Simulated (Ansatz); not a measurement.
# BClF2H2: a nudged elastic band, and a look at its input

Aim: a nudged elastic band from the structure below. Read the input with care, then see what the program makes of it. The step meant is a four-centre ligand exchange at charge 0 and multiplicity 1, which changes B1–H6, Cl2–H5, B1–Cl2, H5–H6.

Program: Ansatz 0.2.0, Gaussian basis. Level of theory: PBE0-D4/def2-SVP. These are calculated values, not measurements.

## Step 1: The structure

| atom | x (Å) | y (Å) | z (Å) |
| --- | --- | --- | --- |
| B1 | -0.17819 | 0.64901 | -0.71103 |
| Cl2 | 0.04220 | 1.97088 | 0.39973 |
| F3 | 0.83728 | 0.17664 | -1.39118 |
| F4 | -1.36454 | 0.12203 | -0.88931 |
| H5 | 0.38313 | -1.19195 | 1.55151 |
| H6 | 0.28002 | -1.72661 | 1.04027 |

## Step 2: The run

Contents of run/in.yaml:

```yaml
crystal:
  periodic: [false, false, false]
  atoms:
    - {symbol: B, position_ang: [-0.178191, 0.649007, -0.711029]}
    - {symbol: Cl, position_ang: [0.042204, 1.970883, 0.399726]}
    - {symbol: F, position_ang: [0.837281, 0.176640, -1.391178]}
    - {symbol: F, position_ang: [-1.364542, 0.122032, -0.889308]}
    - {symbol: H, position_ang: [0.383130, -1.191948, 1.551515]}
    - {symbol: H, position_ang: [0.280019, -1.726614, 1.040274]}
basis:
  gaussian: {orbitals: def2-SVP}
hamiltonian: {xc: pbe0, dispersion: d4}
neb:
  images: 0
  climbing: true
  max_iterations: 30
  initial_path: idpp
  final_atoms:
    - {symbol: B, position_ang: [-0.181425, -0.650173, -0.866665]}
    - {symbol: Cl, position_ang: [0.258119, 1.652571, 1.312408]}
    - {symbol: F, position_ang: [0.789737, -0.201902, -1.630336]}
    - {symbol: F, position_ang: [-1.407461, -0.256425, -1.129522]}
    - {symbol: H, position_ang: [0.504375, 0.889446, 2.309716]}
    - {symbol: H, position_ang: [0.036556, -1.433515, 0.004401]}
```

Run with:

```
> ansatz run in.yaml --threads 2 --pin off --events-out ev --progress --plain --max-ram 4352MiB
```

The program printed:

```text
Error: invalid value for `neb.images`: must be ≥ 1; got 0
```

It took 0.05 s on 2 threads of AMD EPYC 7R43, shared host.

## Step 3: Diagnosis

The program refused the input before any work.

A band needs at least one image.

Remedy: ask for some images.

## Step 4: Outcome

| quantity | value |
| --- | --- |
| this run | refused |
| fault | no images |

What this shows: A band needs at least one image.

For comparison, these settings ran to the end on the same system (24 iterations):

```yaml
hamiltonian: {xc: pbe0, dispersion: d4}
neb:
  images: 5
  climbing: true
  max_iterations: 40
  initial_path: idpp
```
